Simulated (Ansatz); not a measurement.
# CH₄BFOSi: small, medium and large basis sets

How large a basis does CH₄BFOSi need? Two functionals are run in growing sets.

Computed with Ansatz 0.2.0, Gaussian basis. Level: one geometry, several basis sets.

Plan: PBE0-D4/def2-SVP; ωB97M-V/def2-SVP; PBE0-D4/def2-QZVPP; ωB97M-V/def2-QZVPP; the functionals' def2-TZVPP values are taken from earlier runs.

## Step 1: The relaxed structure

The geometry comes from an earlier relaxation with PBE0-D4 in a triple-zeta def2 set; it is a stationary point, not always the lowest conformer.

9 atoms, charge 0, spin multiplicity 1.

Atoms are counted from 1 here; the program's logs count them from 0.

Bond lengths: O1–C2 1.227 Å, C2–B3 1.521 Å, C2–H6 1.099 Å, B3–Si4 2.001 Å, B3–H7 1.195 Å, Si4–F5 1.610 Å, Si4–H8 1.489 Å, Si4–H9 1.486 Å. Angles: O1–C2–B3 90.0°, O1–C2–H6 122.9°, B3–C2–H6 147.1°, C2–B3–Si4 120.9°, C2–B3–H7 117.0°, Si4–B3–H7 122.0°, B3–Si4–F5 110.9°, B3–Si4–H8 109.8°, B3–Si4–H9 112.6°, F5–Si4–H8 107.4°, F5–Si4–H9 107.2°, H8–Si4–H9 108.8°.

## Step 2: PBE0-D4 in def2-SVP

The input, in.yaml:

```yaml
crystal:
  periodic: [false, false, false]
  atoms:
    - {symbol: O, position_ang: [-0.789457, 0.780354, 1.703762]}
    - {symbol: C, position_ang: [-0.128335, 1.442074, 0.910398]}
    - {symbol: B, position_ang: [0.628067, 0.188738, 0.495808]}
    - {symbol: Si, position_ang: [-0.077187, -1.007602, -0.944994]}
    - {symbol: F, position_ang: [-1.360768, -0.349177, -1.659654]}
    - {symbol: H, position_ang: [-0.262375, 2.524966, 0.778467]}
    - {symbol: H, position_ang: [1.608668, -0.084915, 1.121736]}
    - {symbol: H, position_ang: [0.963988, -1.202597, -1.991903]}
    - {symbol: H, position_ang: [-0.494200, -2.338142, -0.430919]}
basis:
  gaussian: {orbitals: def2-SVP}
hamiltonian: {xc: pbe0, dispersion: d4}
output: {orbitals: {seedname: orbitals}}
```

Command:

```bash
ansatz run in.yaml --threads 2 --pin off --events-out ev --progress --plain --max-ram 4352MiB
```

After this run come: ωB97M-V in def2-SVP; PBE0-D4 in def2-QZVPP; ωB97M-V in def2-QZVPP.

**Question.** What will the summary of the whole plan be? Wanted: PBE0-D4: double and triple zeta above quadruple; ωB97M-V: double and triple zeta above quadruple.

As calculated:

| quantity | value |
| --- | --- |
| PBE0-D4: double and triple zeta above quadruple | 11.32, 0.63 eV |
| ωB97M-V: double and triple zeta above quadruple | 11.52, 0.59 eV |

In words: For PBE0-D4 the step from double to triple zeta gains 10.68 eV and the next only 0.63 eV. These are total energies; as a rule much of such shifts cancels in differences, which this series doesn't test.
